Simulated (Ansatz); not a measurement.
# F2H4W: the cost of one run

Method: RKS PBE-D4/def2-SVP, in Ansatz 0.2.0.

## Step 1: The starting structure

Bond lengths: W1–H2 1.720 Å, W1–H3 1.720 Å, W1–H4 1.720 Å, W1–H5 1.720 Å, W1–F6 1.850 Å, W1–F7 1.850 Å. Angles (14 of 15 angles, heavy atoms first): F6–W1–F7 90.0°, H2–W1–F6 90.0°, H2–W1–F7 180.0°, H3–W1–F6 90.0°, H3–W1–F7 90.0°, H4–W1–F6 180.0°, H4–W1–F7 90.0°, H5–W1–F6 90.0°, H5–W1–F7 90.0°, H2–W1–H3 90.0°, H2–W1–H4 90.0°, H2–W1–H5 90.0°, H3–W1–H4 90.0°, H3–W1–H5 180.0°.

Coordinates:

```xyz
7

W     0.0000    0.0000    0.0000
H     0.0000    0.0000    1.7200
H     1.7200    0.0000    0.0000
H     0.0000    1.7200    0.0000
H    -1.7200    0.0000    0.0000
F     0.0000   -1.8500    0.0000
F     0.0000    0.0000   -1.8500
```

## Step 2: Relaxing the start

The input, input.yaml:

```yaml
crystal:
  periodic: [false, false, false]
  atoms:
    - { symbol: W, position_ang: [0.0, 0.0, 0.0] }
    - { symbol: H, position_ang: [0.0, 0.0, 1.72] }
    - { symbol: H, position_ang: [1.72, 0.0, 0.0] }
    - { symbol: H, position_ang: [0.0, 1.72, 0.0] }
    - { symbol: H, position_ang: [-1.72, 0.0, 0.0] }
    - { symbol: F, position_ang: [0.0, -1.85, 0.0] }
    - { symbol: F, position_ang: [0.0, 0.0, -1.85] }
basis:
  gaussian: { orbitals: def2-SVP }
hamiltonian:
  xc: pbe
  dispersion: d4
relax:
  f_tol: 0.02
  max_steps: 40
```

On the command line:

```bash
$ ansatz run input.yaml --threads 1 --pin off --max-ram 2048MiB --backend cpu --events-out ev --progress --plain --runs-dir out
```

**Question.** How long does this run take on 1 thread of Arm Neoverse V2, shared host, and how much memory does it need?

About 32 s, with a peak of 0.15 GiB.
